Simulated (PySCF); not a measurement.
# Cs2O(H2O)2: other functionals and bases at one geometry

An exercise on one series of results from a longer session: the logs are not shown, and one member is left open.

Method: several levels, as the steps say, no spin–orbit coupling; program: PySCF 2.14.0.

3 further runs of the same task are left out: 2 for a known fault of the program, 1 that didn't finish.

## The system as given

9 atoms, charge 0, spin multiplicity 1.

Bond lengths: Cs1–O3 2.519 Å, Cs2–O3 2.519 Å, O4–H5 0.978 Å, O4–H6 0.978 Å, O7–H8 0.978 Å, O7–H9 0.978 Å. Angles: Cs1–O3–Cs2 180.0°, H5–O4–H6 102.7°, H8–O7–H9 102.7°.

Geometry (Å):

```xyz
9
charge 0, multiplicity 1
Cs    0.0000    0.0000    2.5194
Cs    0.0000    0.0000   -2.5194
O     0.0000    0.0000    0.0000
O     0.0000    0.0000    5.7624
H     0.7643    0.0000    6.3731
H    -0.7643    0.0000    6.3731
O     0.0000    0.0000   -5.7624
H     0.7643    0.0000   -6.3731
H    -0.7643    0.0000   -6.3731
```

Formal oxidation states: Cs +1. An earlier session relaxed this geometry at PBE, Cs def2-SVP with ECP46, O def2-SVP, H def2-SVP (singlet, point group D2h). Its vibrations showed it to be a saddle point, relaxed within its symmetry.

At PBE on the finer grid: E = -267.966417 Eh, HOMO -1.63 eV, LUMO -1.07 eV, Mulliken charge on Cs1 +0.24 e, largest force component 0.009 eV/Å. The gap is small, and the closed shell wasn't tested for a lower spin-broken solution.

Levels to run: B3LYP; BP86; TPSS; HF; PBE, TZVP; PBE, x2c-SVP. Hardware: 2 threads of Arm Neoverse V1, shared host.

Set-up of the first run:

Contents of run.py (the lines that set the calculation):

```python
mol = gto.M(atom='''
Cs     0.00000     0.00000     2.51943
Cs     0.00000     0.00000    -2.51943
O      0.00000     0.00000     0.00000
O      0.00000     0.00000     5.76241
H      0.76431     0.00000     6.37311
H     -0.76431     0.00000     6.37311
O      0.00000     0.00000    -5.76241
H      0.76431     0.00000    -6.37311
H     -0.76431     0.00000    -6.37311''',
    basis={'Cs': 'def2-SVP', 'O': 'def2-SVP', 'H': 'def2-SVP'},
    ecp={'Cs': 'def2-SVP'},
    charge=0, spin=0)
mf = dft.RKS(mol, xc='B3LYP')
mf.grids.atom_grid = (75, 302)
mf = mf.density_fit()  # fitting sets: Cs def2-universal-JKFIT, O def2-universal-JKFIT, H def2-universal-JKFIT
mf.conv_tol = 1e-08; mf.max_cycle = 55
mf.kernel(dm0)  # dm0: the density of the relaxed state
```

The run is started by

```console
$ OMP_NUM_THREADS=2 python run.py
```

Steps of the session up to this table: B3LYP; BP86; TPSS; HF; PBE, TZVP; PBE, x2c-SVP.

One of the session's tables, all rows but one given; the rest of the session is left out.

```
             level  HOMO (eV)  gap (eV)  charge on Cs1 (e)  largest force component (eV/Å)
PBE (relaxed here)      -1.63      0.56               0.24                            0.01
             B3LYP      -2.03      1.29               0.28                            0.67
              BP86      -1.56      0.64               0.24                            0.04
              TPSS      -1.47      0.55               0.27                            0.09
                HF      -4.39      5.04               0.45                            2.51
         PBE, TZVP      -1.85      0.59               0.49                            0.50
      PBE, x2c-SVP          ?         ?                  ?                               ?
```

**Question.** Estimate the row for PBE, x2c-SVP.

The run gave: HOMO (eV): -1.74; gap (eV): 0.72; charge on Cs1 (e): 0.28; largest force component (eV/Å): 0.82. In the column «HOMO (eV)» it lies between PBE, TZVP (-1.85) and PBE (relaxed here) (-1.63).

In one basis the HOMO–LUMO gap runs from 0.55 eV (TPSS) to 5.04 eV (HF). The largest leftover force, 2.51 eV/Å with HF, stands at a geometry relaxed at another level. Total energies of different levels can't be compared.
